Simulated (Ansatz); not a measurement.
# Rh12CO in Ansatz: reference runs

How does Rh12CO come out in PBE? The cell is run as given.

Everything below comes from runs of Ansatz 0.2.0. Logs are shortened: lines on timing, memory, paths and dates and some standing lists are left out, and cuts for length are marked.

## Step 1: The cell of the first run

The cell holds a slab with vacuum, 14 atoms: a = 5.378 Å, b = 5.378 Å, c = 22.391 Å, α = 90.00°, β = 90.00°, γ = 120.00°.

## Step 2: Single point, PBE

File input.yaml:

```yaml
crystal:
  lattice:
    - [5.3783955991, 0.0, 0.0]
    - [-2.6891977995, 4.6578272204, 0.0]
    - [0.0, 0.0, 22.3914416175]
  atoms:
    - { symbol: Rh, position: [0.3333333333, 0.1666666667, 0.3572793631] }
    - { symbol: Rh, position: [0.3333333333, 0.6666666667, 0.3572793631] }
    - { symbol: Rh, position: [0.8333333333, 0.1666666667, 0.3572793631] }
    - { symbol: Rh, position: [0.8333333333, 0.6666666667, 0.3572793631] }
    - { symbol: Rh, position: [0.6666666667, 0.3333333333, 0.4553400796] }
    - { symbol: Rh, position: [0.6666666667, 0.8333333333, 0.4553400796] }
    - { symbol: Rh, position: [0.1666666667, 0.3333333333, 0.4553400796] }
    - { symbol: Rh, position: [0.1666666667, 0.8333333333, 0.4553400796] }
    - { symbol: Rh, position: [0.0, 0.5, 0.5534007961] }
    - { symbol: Rh, position: [0.0, 0.0, 0.5534007961] }
    - { symbol: Rh, position: [0.5, 0.5, 0.5534007961] }
    - { symbol: Rh, position: [0.5, 0.0, 0.5534007961] }
    - { symbol: C, position: [0.8333333333, 0.1666666667, 0.6730893828] }
    - { symbol: O, position: [1.0784342929, 0.3150188657, 0.6730893828] }
hamiltonian:
  xc: pbe
  pseudopotentials: { kind: paw }
kpoints:
  mp_grid: { grid: [6, 6, 1] }
scf:
  occupations: { method: fermi_dirac, width: 0.05 }
output:
  forces: true
  eigenvalues: true
  write_density: true
  write_potential: true
  elf: true
  volumetric_format: npy
efield:
  axis: 3
  dipole_correction: true
  ramp_width: 0.04
```

Potentials or basis: Ansatz PAW.

Run with:

```bash
ansatz run input.yaml --threads 4 --pin off --max-ram 11264MiB --backend cpu --events-out ev --progress --plain --runs-dir out
```

The log of the run:

```text
Warning: RAYON_NUM_THREADS=4 ignored (pool sized by the plan → 4); use --threads N
Engine: ansatz 0.2.0, aarch64-unknown-linux-gnu
Pseudopotentials: kind: paw
Pseudopotential: Rh, paw, valence charge 17, recommended cutoff 420 eV (normal), Rh.paw.azcp
Pseudopotential: C, paw, valence charge 4, recommended cutoff 420 eV (normal), C.paw.azcp
Pseudopotential: O, paw, valence charge 6, recommended cutoff 420 eV (normal), O.paw.azcp
Functional definition: PBE
  parameter kappa = 0.804
  parameter beta = 0.06672455060314922
  exchange = pbe_x(kappa = kappa, mu = beta*pi^2/3)
  correlation = pbe_c(beta = beta)
Crystal: 14 atoms, lattice volume = 560.942 Å³
Basis set: ecut = 420 eV, 10953 PW (Γ), exchange–correlation on 72×72×300 points (8 copies of the dense FFT grid, shifted against one another)
Bands: 129, of which v1, the nominal top of the filled ones, is band 107 counted from 1 (106 counted from 0)
Symmetry: 1 space group operations
Space group: P1 (ITA 1), of the structure as read, at distance tolerance 8.2e-5 Å
k-points: 20 of 36 (time reversal used)
Non-local potential: Rh, projectors of the file, l = 0: 3, l = 1: 2, l = 2: 2, l = 3: 1
Non-local potential: C, projectors of the file, l = 0: 2, l = 1: 2, l = 2: 1
Non-local potential: O, projectors of the file, l = 0: 2, l = 1: 2, l = 2: 1
PAW form: soft (Blöchl's): semilocal exchange-correlation on the pseudo side does not see the compensation charge
PAW one-centre angular grid: Rh, 590 points (default); XC on 64 Gauss nodes
PAW one-centre angular grid: C, 110 points (default); XC on 64 Gauss nodes
PAW one-centre angular grid: O, 110 points (default); XC on 64 Gauss nodes
Initial density: superposition of atomic densities (neutral atoms: chi_scale 0, normalization atom), corrected by the library's trained network
[... 17 lines left out ...]
SCF converged after 10 iterations
Free energy (F): -77644.730300 eV
Harris-Foulkes:  -77644.730300 eV  (|F-HF|=8.30e-8)
Internal energy: -77644.536350 eV  (E = F + TS)
E sigma→0 (E₀):  -77644.633325 eV
Entropy (-TS):   -0.193950 eV (-13.854 meV/atom)
Fermi energy:    3.506427 eV
Dipole field:    D = 0.017542 V/Å  (p = 0.054379 e·Å, saw-weighted, corrected)
Work function:   Φ+ = 4.7216 eV   Φ− = 5.1143 eV
Levels:          The Fermi level and band energies are counted from a zero that moves with the ramp; work functions are not
--- Per-component energies (eV) ---
  E_band       = -4880.469136
  E_kinetic    = 7119.775236
  E_local      = -310504.101018  (includes V_loc(G=0)·N_el)
  E_nonlocal   = 4345.282184
  E_hartree    = 150465.156602
  E_xc         = -2768.843441
  E_vxc        = -3474.423397  (∫ρ·V_xc dr)
  E_paw        = -43303.821220  (= ΣΔE_a)
  E_vpaw       = -3301.540043  (= ΣTr[D̂ρ^β])
  E_aug_tail   = 0.012712  (compensation charges beyond the density's cutoff)
  E_efield     = 0.000477  (sawtooth field / dipole correction)
  E_vefield    = 4.175930  (∫n·V_field dr)
  E_ewald      = 117002.002118
  E_smearing   = -0.193950  (= −TS)
  E_closure    = 0.000000  (closes the sum)
  Σ components = -77644.730300   (vs F -77644.730300, Δ=0.00e0)
--- Forces (eV/Å), atoms counted from 1 ---
  atom   1  Rh     0.00608267    -0.04102429     0.29059559
  atom   2  Rh    -0.02603792     0.02520837     0.29282502
  atom   3  Rh    -0.00457676     0.00034032     0.30592760
  atom   4  Rh     0.02174222     0.01059771     0.29396200
  atom   5  Rh    -0.03473749     0.01146088    -0.03507647
  atom   6  Rh     0.00151025    -0.02785522    -0.03478951
  atom   7  Rh     0.03090514     0.01253418    -0.08918153
  atom   8  Rh     0.00106303     0.00212294     0.02988796
  atom   9  Rh    -0.05546279     0.07944094    -0.44579754
  atom  10  Rh     0.02495839    -0.10166436    -0.43128655
  atom  11  Rh     0.06095361     0.03218553    -0.44466508
  atom  12  Rh     0.03620266     0.01467942    -0.10776068
  atom  13  C      0.44117913     0.34343294    -0.16964225
  atom  14  O     -0.50377636    -0.36145606     0.54494603
  max |Σ_I F_I| component: 5.54e-5 eV/Å
--- Band table (eV; the first three rows and the last of 20) ---
  k-point 0: bands = ["-75.4129", "-75.3461", "-75.3262", "-75.3156", "-74.9154", "-74.9015", "-74.8435", "-74.8415", "-74.8390", "-74.8352", "-74.8283", "-74.8147", "-43.5578", "-43.5557", "-43.5496", "-43.4026", "-43.3324", "-43.3162", "-43.3059", "-43.1246", "-43.1184", "-43.1048", "-43.0933", "-43.0926", "-43.0895", "-43.0078", "-43.0030", "-42.9976", "-42.9760", "-42.9756", "-42.7130", "-42.6754", "-42.6717", "-42.6706", "-42.6667", "-42.6580", "-42.6542", "-42.6396", "-42.6360", "-42.6326", "-42.6122", "-42.6033", "-42.5982", "-42.5846", "-42.5385", "-42.5383", "-42.5304", "-42.5265", "-20.8385", "-5.9431", "-3.8780", "-3.5101", "-3.4941", "-2.3036", "-2.3032", "-2.2980", "-2.2516", "-2.1406", "-1.9921", "-1.9896", "-1.9876", "-1.7488", "-1.7325", "-1.7294", "-1.4142", "-1.3995", "-1.3975", "-1.1477", "-0.2307", "-0.2158", "-0.1934", "0.2489", "0.2511", "0.2610", "0.4563", "0.5445", "0.5446", "0.9150", "0.9153", "0.9854", "0.9906", "0.9953", "1.0422", "1.1629", "1.1632", "1.7807", "1.7814", "1.7927", "2.5403", "2.5461", "2.5495", "2.5842", "2.5845", "2.6673", "2.6774", "2.7067", "3.2076", "3.2088", "3.4763", "3.7307", "3.7342", "3.7425", "3.7474", "3.7513", "3.7516", "3.8918", "3.8926", "4.1263", "4.1293", "4.1357", "4.5355", "4.5383", "4.5391", "4.5835", "4.5838", "4.5847", "4.8405", "5.3320", "5.3490", "5.5892", "6.1444", "6.2837", "7.4316", "7.4719", "7.4775", "7.5162", "7.5394", "7.7215", "8.0523"]
  k-point 1: bands = ["-75.4082", "-75.3475", "-75.3285", "-75.3166", "-74.9105", "-74.8967", "-74.8470", "-74.8421", "-74.8399", "-74.8382", "-74.8285", "-74.8164", "-43.5359", "-43.5320", "-43.5170", "-43.3942", "-43.3270", "-43.3105", "-43.2992", "-43.1484", "-43.1348", "-43.1051", "-43.0706", "-43.0694", "-43.0548", "-43.0188", "-42.9947", "-42.9899", "-42.9847", "-42.9809", "-42.7034", "-42.6932", "-42.6908", "-42.6861", "-42.6785", "-42.6626", "-42.6509", "-42.6391", "-42.6326", "-42.6308", "-42.6151", "-42.6064", "-42.5996", "-42.5868", "-42.5734", "-42.5632", "-42.5474", "-42.5382", "-20.8383", "-5.9493", "-3.8122", "-3.5183", "-3.3082", "-2.1991", "-2.1083", "-2.1047", "-2.0500", "-1.9226", "-1.8820", "-1.8471", "-1.8438", "-1.6548", "-1.6128", "-1.5989", "-1.3018", "-1.1964", "-1.1778", "-1.0969", "-0.2073", "-0.1959", "-0.1306", "0.3338", "0.3420", "0.3477", "0.3661", "0.4527", "0.5871", "0.7174", "0.8379", "0.8462", "1.0416", "1.0496", "1.0833", "1.1485", "1.3434", "1.5956", "1.6434", "1.6517", "2.2857", "2.2967", "2.3948", "2.4852", "2.5058", "2.5538", "2.5869", "2.5959", "2.6965", "3.2087", "3.2336", "3.4007", "3.4140", "3.4824", "3.5594", "3.5649", "3.6648", "3.7235", "3.7323", "3.8994", "3.9213", "3.9637", "3.9683", "4.2568", "4.2719", "4.2836", "4.2880", "4.3246", "4.5107", "5.5008", "5.6211", "5.9212", "6.0665", "6.3045", "6.5024", "7.2375", "7.3528", "8.1386", "8.2234", "8.5460", "8.6299"]
  k-point 2: bands = ["-75.3963", "-75.3534", "-75.3335", "-75.3179", "-74.8970", "-74.8836", "-74.8601", "-74.8488", "-74.8423", "-74.8402", "-74.8288", "-74.8188", "-43.4865", "-43.4785", "-43.4170", "-43.3729", "-43.3216", "-43.3021", "-43.2865", "-43.2062", "-43.1878", "-43.1289", "-43.0812", "-43.0212", "-43.0197", "-43.0108", "-42.9618", "-42.9573", "-42.9545", "-42.9133", "-42.7423", "-42.7403", "-42.7362", "-42.7281", "-42.6865", "-42.6790", "-42.6671", "-42.6424", "-42.6387", "-42.6295", "-42.6247", "-42.6242", "-42.6131", "-42.6067", "-42.6026", "-42.5877", "-42.5719", "-42.5622", "-20.8381", "-5.9615", "-3.7483", "-3.5336", "-2.7222", "-1.9790", "-1.6675", "-1.6492", "-1.6459", "-1.5882", "-1.4436", "-1.4346", "-1.4033", "-1.3788", "-1.2689", "-1.2570", "-1.0676", "-0.9407", "-0.6196", "-0.6156", "-0.2120", "-0.2051", "-0.1203", "0.0634", "0.0988", "0.4580", "0.4650", "0.4885", "0.4956", "0.6560", "0.6597", "0.9408", "1.1150", "1.1489", "1.1678", "1.1758", "1.1775", "1.1900", "1.3531", "1.8256", "1.8489", "1.8597", "1.8778", "1.9863", "2.1535", "2.1592", "2.2215", "2.2794", "2.2874", "2.4418", "2.4797", "2.4886", "2.9388", "2.9403", "3.0575", "3.1458", "3.1785", "3.2023", "3.2248", "3.2365", "3.4834", "3.5837", "3.7603", "3.7768", "3.9186", "3.9969", "4.1729", "4.1972", "4.2058", "5.1195", "5.8569", "6.0213", "6.7030", "6.7355", "7.1998", "7.3744", "7.5882", "7.8024", "8.7222", "9.3100", "9.4220"]
  k-point 19: bands = ["-75.3876", "-75.3584", "-75.3378", "-75.3172", "-74.8786", "-74.8785", "-74.8722", "-74.8562", "-74.8415", "-74.8410", "-74.8351", "-74.8165", "-43.4562", "-43.4394", "-43.3565", "-43.3261", "-43.3003", "-43.2889", "-43.2794", "-43.2630", "-43.2427", "-43.2212", "-43.0547", "-43.0386", "-42.9901", "-42.9863", "-42.9378", "-42.9297", "-42.8204", "-42.8161", "-42.8038", "-42.7923", "-42.7793", "-42.7753", "-42.7698", "-42.7545", "-42.6617", "-42.6546", "-42.6212", "-42.6200", "-42.6193", "-42.6111", "-42.6056", "-42.6055", "-42.6047", "-42.5978", "-42.5910", "-42.5888", "-20.8380", "-5.9577", "-3.7314", "-3.5524", "-2.0829", "-2.0756", "-1.4698", "-1.4347", "-1.3921", "-1.3824", "-1.2439", "-1.1195", "-1.1113", "-1.0094", "-0.9350", "-0.8982", "-0.8780", "-0.5837", "-0.5659", "-0.4714", "-0.4657", "-0.0797", "-0.0555", "0.0313", "0.0393", "0.1393", "0.1416", "0.5094", "0.5225", "0.9173", "0.9309", "0.9481", "0.9524", "1.1007", "1.1095", "1.3140", "1.3185", "1.3303", "1.3430", "1.3636", "1.3886", "1.4184", "1.4219", "1.4469", "1.5751", "1.9467", "1.9572", "2.1328", "2.2123", "2.2188", "2.2385", "2.4804", "2.4832", "2.6213", "2.6293", "2.7495", "2.7580", "3.0484", "3.0662", "3.1705", "3.1735", "3.4321", "3.6042", "3.7571", "3.7714", "3.9329", "3.9458", "4.2078", "4.2213", "5.6712", "5.8184", "6.3543", "6.5087", "6.8495", "6.9074", "7.7055", "7.8526", "8.5342", "8.9022", "9.4135", "9.6214"]
```

Run time: 60 s. Hardware: 4 threads of Arm Neoverse V1, shared host; peak memory 2.2 GiB.

Results:

- Free energy: -77644.7303 eV
- Largest force: 0.825 eV/Å
- Band gap on the k mesh: none (metal or under the smearing width)
- Work function of the upper face: 4.72 eV
- Work function of the lower face: 5.11 eV
- Dipole across the slab: 0.054 e·Å

Forces in eV/Å, atoms in the order of the input:
```
Rh   0.006 -0.041  0.291
Rh  -0.026  0.025  0.293
Rh  -0.005  0.000  0.306
Rh   0.022  0.011  0.294
Rh  -0.035  0.011 -0.035
Rh   0.002 -0.028 -0.035
Rh   0.031  0.013 -0.089
Rh   0.001  0.002  0.030
Rh  -0.055  0.079 -0.446
Rh   0.025 -0.102 -0.431
Rh   0.061  0.032 -0.445
Rh   0.036  0.015 -0.108
C    0.441  0.343 -0.170
O   -0.504 -0.361  0.545
```
